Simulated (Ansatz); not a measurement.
Born–Oppenheimer molecular dynamics of a periodic cell of 24 atoms, NaCu2O3 (host NaCu2O3, host structure Pmmn). It goes on from the last frame of an earlier run, with new velocities.

Computed with Ansatz, DFT LDA, scalar-relativistic, plane waves, PAW. Settings: cutoff 420 eV, k mesh 2x2x2, fermi-dirac smearing 0.05 eV, no spin polarisation.

```yaml
ensemble: NVT, Nosé–Hoover chain
time_step: 1 fs
steps_asked: 200
set_temperature: 800 K
thermostat: time constant 10 fs, chain length 1
seed: 261173
```

Frames 1 fs apart, positions in Å, forces in eV/Å.

Velocities at 50 fs (Å/ps):

```
Na 6.79 -0.11 3.14
Na 4.42 -0.31 3.05
Cu -5.31 -2.07 -1.50
Cu 0.55 -1.48 2.09
Cu -2.96 -0.17 -1.77
Cu -3.62 -1.99 -5.58
O -6.21 7.25 11.10
O 9.23 -0.84 10.04
O -0.51 7.69 -6.55
O -6.19 -2.81 7.86
O 1.37 -4.62 -6.58
O -4.44 -6.41 1.17
Na -1.37 9.32 8.00
Na 5.80 5.83 2.59
Cu -2.08 1.88 0.82
Cu 3.05 -4.23 6.83
Cu 4.29 -2.66 -2.93
Cu -0.08 -2.54 -6.94
O 2.24 2.08 3.58
O 2.60 5.86 -2.95
O 3.00 6.79 -6.91
O 9.80 15.13 3.03
O -7.38 7.17 -3.92
O -1.55 -5.86 1.68
```

```xyz
24
Lattice="0.0000 10.2842 3.9940 3.8683 0.0000 3.9940 3.8683 10.2842 0.0000" Properties=species:S:1:pos:R:3:forces:R:3 time_fs=50 energy_less_start_eV=0.470 T=820
Na 3.902 9.869 1.925 0.27 0.21 0.34
Na 1.914 5.638 1.498 -0.02 -0.74 0.14
Cu 3.731 13.900 4.125 0.63 -0.96 -0.42
Cu 3.931 17.010 3.402 0.55 -1.13 0.16
Cu 5.996 8.736 4.089 -1.43 -1.84 -1.03
Cu 1.930 11.778 4.518 -0.29 2.64 -0.26
O 4.093 8.560 3.778 -0.35 -0.81 0.22
O 3.945 15.307 2.981 -0.52 -0.06 -0.11
O 3.743 1.946 4.523 0.21 -0.16 0.23
O 1.918 10.066 4.893 0.44 0.10 0.32
O 5.625 13.846 4.407 -0.59 -1.05 0.30
O 2.040 7.015 3.280 -0.24 -1.34 -0.48
Na 3.759 10.121 6.200 0.43 0.20 -0.17
Na 5.674 15.386 6.054 0.93 -0.27 -0.21
Cu 3.533 3.689 3.987 2.09 -1.16 -0.26
Cu 3.875 6.666 3.432 0.93 0.35 -0.49
Cu 2.177 8.598 3.969 -1.16 1.28 0.69
Cu 5.758 11.966 4.577 -0.03 2.63 -0.71
O 3.977 18.668 3.898 0.48 1.92 0.20
O 3.745 4.924 2.776 -0.67 1.85 0.48
O 3.925 11.976 4.591 -1.29 1.06 0.00
O 6.005 10.325 4.790 -0.06 -1.83 1.03
O 1.859 13.759 4.336 0.24 -1.11 -0.26
O 5.926 6.917 3.519 -0.54 0.22 0.29
24
Lattice="0.0000 10.2842 3.9940 3.8683 0.0000 3.9940 3.8683 10.2842 0.0000" Properties=species:S:1:pos:R:3:forces:R:3 time_fs=51 energy_less_start_eV=0.498 T=788
Na 3.909 9.869 1.928 0.21 0.19 0.36
Na 1.919 5.638 1.501 -0.02 -0.74 0.13
Cu 3.726 13.898 4.124 0.69 -0.93 -0.42
Cu 3.932 17.009 3.404 0.54 -0.99 0.22
Cu 5.993 8.736 4.088 -1.37 -1.58 -0.88
Cu 1.927 11.776 4.513 -0.28 2.60 -0.22
O 4.087 8.567 3.789 -0.25 -0.90 0.17
O 3.954 15.306 2.991 -0.56 -0.07 -0.16
O 3.743 1.954 4.517 0.20 -0.27 0.25
O 1.912 10.063 4.901 0.54 0.10 0.20
O 5.626 13.841 4.401 -0.64 -1.02 0.34
O 2.035 7.008 3.281 -0.14 -1.28 -0.45
Na 3.758 10.130 6.208 0.42 0.20 -0.18
Na 5.680 15.391 6.056 0.91 -0.30 -0.23
Cu 3.531 3.690 3.988 2.16 -0.99 -0.39
Cu 3.878 6.662 3.439 0.85 0.46 -0.49
Cu 2.182 8.595 3.966 -1.29 1.35 0.79
Cu 5.758 11.964 4.570 -0.07 3.04 -0.75
O 3.979 18.671 3.902 0.43 1.80 0.15
O 3.748 4.931 2.773 -0.67 1.71 0.55
O 3.928 11.983 4.584 -1.37 0.98 0.02
O 6.015 10.340 4.793 -0.01 -2.50 0.95
O 1.851 13.766 4.332 0.26 -1.15 -0.26
O 5.924 6.911 3.521 -0.52 0.28 0.30
24
Lattice="0.0000 10.2842 3.9940 3.8683 0.0000 3.9940 3.8683 10.2842 0.0000" Properties=species:S:1:pos:R:3:forces:R:3 time_fs=52 energy_less_start_eV=0.526 T=756
Na 3.916 9.869 1.931 0.15 0.17 0.37
Na 1.923 5.637 1.504 -0.03 -0.74 0.12
Cu 3.721 13.896 4.122 0.74 -0.90 -0.41
Cu 3.932 17.007 3.406 0.53 -0.82 0.28
Cu 5.990 8.735 4.085 -1.30 -1.36 -0.74
Cu 1.923 11.775 4.507 -0.27 2.56 -0.18
O 4.080 8.574 3.800 -0.15 -0.98 0.13
O 3.962 15.306 3.001 -0.60 -0.08 -0.22
O 3.742 1.961 4.511 0.20 -0.38 0.27
O 1.906 10.060 4.909 0.64 0.12 0.08
O 5.627 13.836 4.395 -0.68 -0.98 0.36
O 2.031 7.001 3.282 -0.05 -1.19 -0.40
Na 3.757 10.139 6.216 0.41 0.20 -0.19
Na 5.687 15.397 6.059 0.89 -0.34 -0.25
Cu 3.529 3.692 3.989 2.22 -0.82 -0.52
Cu 3.881 6.657 3.446 0.78 0.57 -0.49
Cu 2.186 8.593 3.963 -1.42 1.39 0.88
Cu 5.758 11.962 4.563 -0.11 3.39 -0.78
O 3.981 18.674 3.905 0.37 1.67 0.10
O 3.750 4.938 2.771 -0.67 1.56 0.62
O 3.929 11.990 4.577 -1.43 0.89 0.04
O 6.024 10.352 4.797 0.03 -3.07 0.89
O 1.844 13.772 4.328 0.27 -1.18 -0.26
O 5.922 6.906 3.523 -0.49 0.33 0.30
24
Lattice="0.0000 10.2842 3.9940 3.8683 0.0000 3.9940 3.8683 10.2842 0.0000" Properties=species:S:1:pos:R:3:forces:R:3 time_fs=53 energy_less_start_eV=0.551 T=726
Na 3.922 9.869 1.935 0.09 0.15 0.39
Na 1.927 5.636 1.507 -0.04 -0.74 0.10
Cu 3.716 13.893 4.120 0.79 -0.87 -0.41
Cu 3.933 17.005 3.408 0.51 -0.64 0.34
Cu 5.986 8.735 4.083 -1.23 -1.17 -0.61
Cu 1.919 11.774 4.502 -0.26 2.50 -0.14
O 4.074 8.579 3.811 -0.05 -1.05 0.08
O 3.970 15.305 3.010 -0.63 -0.10 -0.27
O 3.742 1.968 4.505 0.19 -0.48 0.29
O 1.901 10.058 4.917 0.74 0.14 -0.03
O 5.627 13.830 4.389 -0.71 -0.93 0.38
O 2.026 6.993 3.283 0.03 -1.08 -0.35
Na 3.756 10.148 6.223 0.40 0.19 -0.19
Na 5.693 15.402 6.061 0.86 -0.37 -0.27
Cu 3.528 3.693 3.989 2.28 -0.65 -0.65
Cu 3.885 6.654 3.452 0.70 0.69 -0.48
Cu 2.189 8.591 3.961 -1.56 1.40 0.95
Cu 5.758 11.961 4.556 -0.15 3.66 -0.80
O 3.984 18.679 3.909 0.32 1.51 0.03
O 3.751 4.946 2.769 -0.66 1.40 0.68
O 3.930 11.998 4.571 -1.48 0.79 0.06
O 6.034 10.363 4.802 0.06 -3.53 0.84
O 1.838 13.777 4.323 0.28 -1.20 -0.26
O 5.920 6.901 3.525 -0.46 0.37 0.31
24
Lattice="0.0000 10.2842 3.9940 3.8683 0.0000 3.9940 3.8683 10.2842 0.0000" Properties=species:S:1:pos:R:3:forces:R:3 time_fs=54 energy_less_start_eV=0.570 T=701
Na 3.929 9.869 1.938 0.03 0.13 0.41
Na 1.931 5.635 1.510 -0.05 -0.74 0.09
Cu 3.711 13.891 4.119 0.83 -0.83 -0.41
Cu 3.934 17.003 3.410 0.49 -0.45 0.40
Cu 5.983 8.734 4.081 -1.15 -1.02 -0.50
Cu 1.916 11.773 4.496 -0.26 2.44 -0.09
O 4.068 8.584 3.822 0.05 -1.11 0.04
O 3.978 15.304 3.019 -0.67 -0.11 -0.31
O 3.742 1.975 4.499 0.19 -0.59 0.31
O 1.897 10.056 4.925 0.83 0.18 -0.14
O 5.627 13.823 4.383 -0.72 -0.87 0.39
O 2.022 6.984 3.283 0.12 -0.96 -0.29
Na 3.755 10.158 6.231 0.39 0.18 -0.20
Na 5.700 15.407 6.063 0.82 -0.40 -0.29
Cu 3.527 3.695 3.990 2.32 -0.48 -0.76
Cu 3.888 6.650 3.458 0.62 0.81 -0.47
Cu 2.192 8.589 3.958 -1.69 1.39 1.01
Cu 5.758 11.960 4.549 -0.18 3.83 -0.81
O 3.987 18.684 3.913 0.27 1.34 -0.03
O 3.752 4.955 2.767 -0.65 1.22 0.73
O 3.930 12.007 4.564 -1.51 0.69 0.09
O 6.043 10.372 4.806 0.07 -3.85 0.78
O 1.831 13.782 4.319 0.28 -1.21 -0.26
O 5.917 6.896 3.527 -0.43 0.41 0.31
24
Lattice="0.0000 10.2842 3.9940 3.8683 0.0000 3.9940 3.8683 10.2842 0.0000" Properties=species:S:1:pos:R:3:forces:R:3 time_fs=55 energy_less_start_eV=0.581 T=681
Na 3.936 9.869 1.942 -0.03 0.12 0.43
Na 1.935 5.633 1.513 -0.06 -0.74 0.07
Cu 3.707 13.888 4.117 0.87 -0.79 -0.42
Cu 3.935 17.002 3.413 0.46 -0.25 0.47
Cu 5.979 8.733 4.079 -1.07 -0.90 -0.40
Cu 1.912 11.773 4.491 -0.25 2.37 -0.05
O 4.062 8.588 3.833 0.15 -1.16 0.00
O 3.985 15.303 3.028 -0.70 -0.13 -0.35
O 3.742 1.981 4.493 0.18 -0.69 0.33
O 1.893 10.053 4.932 0.93 0.22 -0.24
O 5.627 13.817 4.378 -0.72 -0.80 0.39
O 2.018 6.975 3.283 0.19 -0.82 -0.22
Na 3.755 10.167 6.238 0.38 0.17 -0.21
Na 5.707 15.412 6.065 0.78 -0.42 -0.31
Cu 3.527 3.696 3.990 2.35 -0.32 -0.87
Cu 3.891 6.646 3.464 0.55 0.94 -0.46
Cu 2.196 8.588 3.956 -1.83 1.37 1.06
Cu 5.757 11.960 4.542 -0.21 3.87 -0.80
O 3.990 18.691 3.916 0.21 1.16 -0.10
O 3.753 4.965 2.766 -0.63 1.04 0.77
O 3.929 12.015 4.558 -1.53 0.58 0.11
O 6.052 10.378 4.811 0.05 -4.04 0.73
O 1.825 13.785 4.315 0.29 -1.21 -0.26
O 5.915 6.891 3.530 -0.38 0.45 0.31
24
Lattice="0.0000 10.2842 3.9940 3.8683 0.0000 3.9940 3.8683 10.2842 0.0000" Properties=species:S:1:pos:R:3:forces:R:3 time_fs=56 energy_less_start_eV=0.581 T=667
Na 3.942 9.870 1.946 -0.09 0.10 0.45
Na 1.939 5.631 1.516 -0.07 -0.75 0.06
Cu 3.702 13.886 4.115 0.90 -0.74 -0.42
Cu 3.936 17.000 3.415 0.44 -0.06 0.53
Cu 5.976 8.732 4.077 -0.98 -0.80 -0.31
Cu 1.909 11.773 4.486 -0.25 2.29 -0.01
O 4.056 8.592 3.844 0.25 -1.21 -0.03
O 3.991 15.302 3.037 -0.73 -0.14 -0.39
O 3.742 1.987 4.488 0.17 -0.79 0.35
O 1.889 10.051 4.939 1.02 0.27 -0.34
O 5.626 13.809 4.373 -0.71 -0.71 0.39
O 2.014 6.966 3.283 0.27 -0.67 -0.15
Na 3.754 10.176 6.245 0.37 0.17 -0.21
Na 5.714 15.417 6.067 0.74 -0.45 -0.32
Cu 3.527 3.697 3.990 2.36 -0.17 -0.97
Cu 3.895 6.643 3.470 0.47 1.07 -0.43
Cu 2.198 8.586 3.954 -1.96 1.33 1.09
Cu 5.757 11.960 4.535 -0.22 3.79 -0.77
O 3.993 18.697 3.920 0.16 0.97 -0.16
O 3.753 4.975 2.766 -0.60 0.84 0.81
O 3.928 12.024 4.551 -1.53 0.47 0.14
O 6.062 10.381 4.817 0.01 -4.09 0.66
O 1.819 13.788 4.310 0.30 -1.21 -0.25
O 5.912 6.887 3.532 -0.34 0.48 0.30
24
Lattice="0.0000 10.2842 3.9940 3.8683 0.0000 3.9940 3.8683 10.2842 0.0000" Properties=species:S:1:pos:R:3:forces:R:3 time_fs=57 energy_less_start_eV=0.571 T=659
Na 3.949 9.870 1.950 -0.14 0.08 0.47
Na 1.943 5.629 1.520 -0.08 -0.75 0.04
Cu 3.698 13.883 4.114 0.93 -0.68 -0.43
Cu 3.937 16.998 3.417 0.41 0.14 0.59
Cu 5.972 8.730 4.075 -0.90 -0.73 -0.22
Cu 1.905 11.774 4.480 -0.25 2.22 0.03
O 4.050 8.595 3.854 0.35 -1.25 -0.07
O 3.998 15.300 3.045 -0.75 -0.16 -0.42
O 3.742 1.992 4.483 0.16 -0.88 0.36
O 1.886 10.049 4.947 1.10 0.33 -0.44
O 5.625 13.802 4.368 -0.69 -0.60 0.38
O 2.010 6.956 3.283 0.33 -0.51 -0.07
Na 3.754 10.185 6.252 0.37 0.16 -0.22
Na 5.722 15.421 6.069 0.69 -0.47 -0.33
Cu 3.527 3.698 3.990 2.37 -0.03 -1.06
Cu 3.898 6.640 3.476 0.40 1.21 -0.41
Cu 2.201 8.585 3.952 -2.08 1.27 1.12
Cu 5.757 11.961 4.527 -0.21 3.58 -0.72
O 3.997 18.705 3.923 0.12 0.78 -0.23
O 3.753 4.985 2.765 -0.56 0.64 0.83
O 3.925 12.033 4.545 -1.52 0.35 0.16
O 6.071 10.382 4.823 -0.06 -4.00 0.58
O 1.813 13.790 4.306 0.30 -1.21 -0.25
O 5.908 6.883 3.535 -0.29 0.52 0.30
24
Lattice="0.0000 10.2842 3.9940 3.8683 0.0000 3.9940 3.8683 10.2842 0.0000" Properties=species:S:1:pos:R:3:forces:R:3 time_fs=58 energy_less_start_eV=0.554 T=655
Na 3.955 9.870 1.954 -0.19 0.06 0.49
Na 1.947 5.627 1.523 -0.09 -0.75 0.02
Cu 3.694 13.880 4.112 0.95 -0.62 -0.44
Cu 3.938 16.996 3.419 0.39 0.32 0.64
Cu 5.968 8.729 4.073 -0.81 -0.68 -0.15
Cu 1.902 11.775 4.475 -0.25 2.14 0.08
O 4.044 8.597 3.864 0.44 -1.29 -0.10
O 4.003 15.299 3.053 -0.78 -0.17 -0.45
O 3.743 1.997 4.479 0.15 -0.97 0.37
O 1.884 10.047 4.953 1.18 0.39 -0.53
O 5.623 13.794 4.364 -0.66 -0.49 0.36
O 2.006 6.946 3.283 0.40 -0.35 0.01
Na 3.754 10.194 6.258 0.36 0.15 -0.22
Na 5.730 15.425 6.070 0.64 -0.49 -0.34
Cu 3.527 3.700 3.990 2.36 0.10 -1.13
Cu 3.902 6.637 3.482 0.33 1.35 -0.37
Cu 2.203 8.584 3.951 -2.20 1.21 1.14
Cu 5.757 11.963 4.520 -0.19 3.26 -0.64
O 4.000 18.712 3.926 0.07 0.59 -0.29
O 3.753 4.996 2.766 -0.52 0.44 0.84
O 3.921 12.042 4.539 -1.50 0.22 0.19
O 6.080 10.381 4.829 -0.15 -3.79 0.49
O 1.808 13.792 4.301 0.30 -1.20 -0.25
O 5.905 6.879 3.538 -0.24 0.54 0.29
```

Of the whole run (200 fs, mean temperature of the second half 781 K): The conserved energy stayed within 0.043 meV per atom of its start (net change -0.025 meV per atom), so the integration is sound. A run of 0.2 ps of so small a system gives no equilibrium averages. Limits of this set-up: coarse k mesh.

Run time: 12 min on 2 threads of Intel(R) Xeon(R) 6975P-C (Granite Rapids), on a shared host, peak memory 1.2 GiB.
